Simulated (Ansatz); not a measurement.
# RuO₄ (triplet): relaxing a cheap start

Where does this start of RuO₄ (triplet) end when it is relaxed?

Computed with Ansatz 0.2.0, Gaussian basis. Level: UKS PBE0/def2-TZVP.

## (1) The system as given

5 atoms, charge 0, spin multiplicity 3.

Atoms are counted from 1 here; the program's logs count them from 0.

Bond lengths: Ru1–O2 1.654 Å, Ru1–O3 1.654 Å, Ru1–O4 1.654 Å, Ru1–O5 1.654 Å. Angles: O2–Ru1–O3 98.1°, O2–Ru1–O4 98.1°, O2–Ru1–O5 136.0°, O3–Ru1–O4 136.0°, O3–Ru1–O5 98.1°, O4–Ru1–O5 98.1°.

As a file:

| atom | x (Å) | y (Å) | z (Å) |
| --- | --- | --- | --- |
| Ru1 | 0.0000 | 0.0000 | 0.0000 |
| O2 | 0.6172 | 1.0864 | 1.0837 |
| O3 | -0.6230 | -1.0818 | 1.0850 |
| O4 | -0.6163 | 1.0822 | -1.0883 |
| O5 | 0.6222 | -1.0869 | -1.0803 |

The start was built by rule and, where that kept it together, relaxed with GFN2-xTB. Sticks and bond lists go by distance. No spin-orbit coupling is included. Elements past krypton take def2 core potentials.

## (2) The run

Input file in.yaml:

```yaml
crystal:
  periodic: [false, false, false]
  atoms:
    - {symbol: Ru, position_ang: [0.000000, 0.000000, 0.000000]}
    - {symbol: O, position_ang: [0.617163, 1.086401, 1.083668]}
    - {symbol: O, position_ang: [-0.623029, -1.081761, 1.084952]}
    - {symbol: O, position_ang: [-0.616333, 1.082227, -1.088306]}
    - {symbol: O, position_ang: [0.622200, -1.086867, -1.080314]}
basis:
  gaussian: {orbitals: def2-TZVP}
magnetization: {spin_polarized: true, initial_magnetization: 2}
hamiltonian: {xc: pbe0}
relax: {f_tol: 0.004, max_steps: 80}
```

Started as:

```bash
$ ansatz run in.yaml --threads 1 --pin off --events-out ev --progress --plain --max-ram 2176MiB
```

Q: Predict the outcome of this session. Wanted: energy gained; shift from the start; total energy; dipole moment; ⟨S²⟩.

**Answer**, as computed:

| quantity | value |
| --- | --- |
| steps | 7 |
| energy gained | 1.915 eV |
| shift from the start (rms) | 0.344 Å |
| total energy | -10761.3980 eV |
| dipole moment | 0.61 D |
| ⟨S²⟩ | 2.025 |

In words: The bonds of the start are those of the end. Ru1–O4 went from 1.654 to 1.772 Å. No vibrations were run, so this is a stationary point, not a proven minimum, and this spin need not be the ground state's.
